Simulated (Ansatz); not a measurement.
# CaH4 (tetrahydride): the cost of one run

Computed with Ansatz 0.2.0 (DFT PBE, scalar-relativistic, plane waves, PAW, unless a step's input says otherwise).

**1. The starting structure**

Symmetry: I4/mmm, No. 139, tetragonal system. Conventional cell: a = 3.200 Å, b = 3.200 Å, c = 6.100 Å, α = 90.00°, β = 90.00°, γ = 90.00°. Around Ca (site symmetry 4/mmm) lie 16 H at 2.21 to 2.29 Å. H (site symmetry -4m2) has 8 H at 1.98 to 2.26 Å and 4 Ca at 2.21 Å as nearest neighbours. H (site symmetry 4mm) has 1 H at 0.73 Å as nearest neighbours.

Structure file:

```cif
data_structure
_symmetry_space_group_name_H-M 'I4/mmm'
_symmetry_Int_Tables_number 139
_cell_length_a 3.2000
_cell_length_b 3.2000
_cell_length_c 6.1000
_cell_angle_alpha 90.000
_cell_angle_beta 90.000
_cell_angle_gamma 90.000
_cell_volume 62.46
loop_
_atom_site_label
_atom_site_type_symbol
_atom_site_symmetry_multiplicity
_atom_site_Wyckoff_symbol
_atom_site_fract_x
_atom_site_fract_y
_atom_site_fract_z
_atom_site_occupancy
Ca1 Ca 2 a 0.00000 0.00000 0.00000 1
H1 H 4 d 0.00000 0.50000 0.25000 1
H2 H 4 e 0.00000 0.00000 0.44000 1
```

**2. Cell and atoms relaxed at 25 GPa**

File input.yaml:

```yaml
crystal:
  lattice:
    - [-1.6, 1.6, 3.05]
    - [1.6, -1.6, 3.05]
    - [1.6, 1.6, -3.05]
  atoms:
    - { symbol: Ca, position: [0.0, 0.0, 0.0] }
    - { symbol: H, position: [0.75, 0.25, 0.5] }
    - { symbol: H, position: [0.25, 0.75, 0.5] }
    - { symbol: H, position: [0.44, 0.44, 0.0] }
    - { symbol: H, position: [0.56, 0.56, 0.0] }
scf:
  occupations: { method: gaussian, width: 0.03 }
output:
  forces: true
  stress: true
  eigenvalues: true
  write_density: true
  write_potential: true
  elf: true
  volumetric_format: npy
hamiltonian:
  xc: pbe
basis:
  ecutwfc: 600
kpoints:
  mp_grid: { grid: [10, 10, 10] }
relax:
  f_tol: 0.002
  max_steps: 60
  cell: { stress_tol: 0.03, p_target: 25 }
```

Command:

```console
ansatz run input.yaml --threads 1 --pin off --max-ram 2867MiB --backend cpu --events-out ev --progress --plain --runs-dir out
```

Q: Estimate wall time and peak memory on 1 thread of Intel Xeon at 2.30GHz, shared host.

About 22 s, with a peak of 0.43 GiB.
